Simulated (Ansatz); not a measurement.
# BH3SSi, SMILES B1[SiH2]S1: the interaction energy of a dimer with the counterpoise correction

Program: Ansatz 0.2.0 through its Python package.

Run as a notebook:

**Cell 1**
```python
import ansatz

BASIS_SET = "cc-pVDZ"
METHOD = "mp2"
```

**Cell 2**
```python
FIRST = [
    ("B", (-0.8191, -0.8979, -0.1288)),
    ("Si", (0.4235, 0.6329, 0.2071)),
    ("S", (0.9431, -1.278, 0.3702)),
    ("H", (-1.6666, -1.0751, -0.9047)),
    ("H", (0.914, 1.2835, -1.0337)),
    ("H", (0.2052, 1.3347, 1.4898)),
]
SECOND = [
    ("B", (2.9927, 4.4946, -3.1614)),
    ("Si", (2.5618, 3.0834, -1.8111)),
    ("S", (1.4714, 3.4408, -3.4333)),
    ("H", (3.9927, 4.8866, -3.6064)),
    ("H", (3.4187, 1.8762, -1.919)),
    ("H", (1.99, 3.5934, -0.5468)),
]
```

**Cell 3**
```python
def energy(atoms, ghosts=()):
    molecule = ansatz.Crystal.molecule()
    for symbol, xyz in atoms:
        molecule = molecule.atom(symbol, xyz)
    calc = (
        molecule.calculation()
        .basis(gaussian=BASIS_SET)
        .correlation(METHOD)
    )
    deck = calc.input()
    if ghosts:
        deck = deck.set(ansatz.key.basis.gaussian.ghost_atoms, [{"symbol": s, "position_ang": list(xyz)} for s, xyz in ghosts])
    return ansatz.Session.from_dict(deck).plan().execute().report["free_energy_ev"]

# ghost atoms carry the functions of the partner
both = energy(FIRST + SECOND)
alone = energy(FIRST) + energy(SECOND)
ghosted = energy(FIRST, SECOND) + energy(SECOND, FIRST)
print(f"dimer {both:.6f} eV")
print(f"interaction, uncorrected   {96.485332 * (both - alone):8.3f} kJ/mol")
print(f"interaction, counterpoise  {96.485332 * (both - ghosted):8.3f} kJ/mol")
print(f"basis-set superposition    {96.485332 * (alone - ghosted):8.3f} kJ/mol")
```
Output:
```text
dimer -38812.157233 eV
interaction, uncorrected      4.630 kJ/mol
interaction, counterpoise     7.760 kJ/mol
basis-set superposition       3.130 kJ/mol
```

Uncorrected it is 4.630 kJ/mol, with the counterpoise correction 7.760 kJ/mol; the difference, 3.13 kJ/mol, is the superposition error. In this basis both values are repulsive.

Total energies depend on the basis set; only differences at equal settings carry meaning. The dimer is a generated trial pose of unrelaxed monomers, not a minimum, so the figure is no binding energy, and the basis set is small. Timing: 13 s on 1 thread of Arm Neoverse V1 (shared host), peak memory 0.34 GiB.
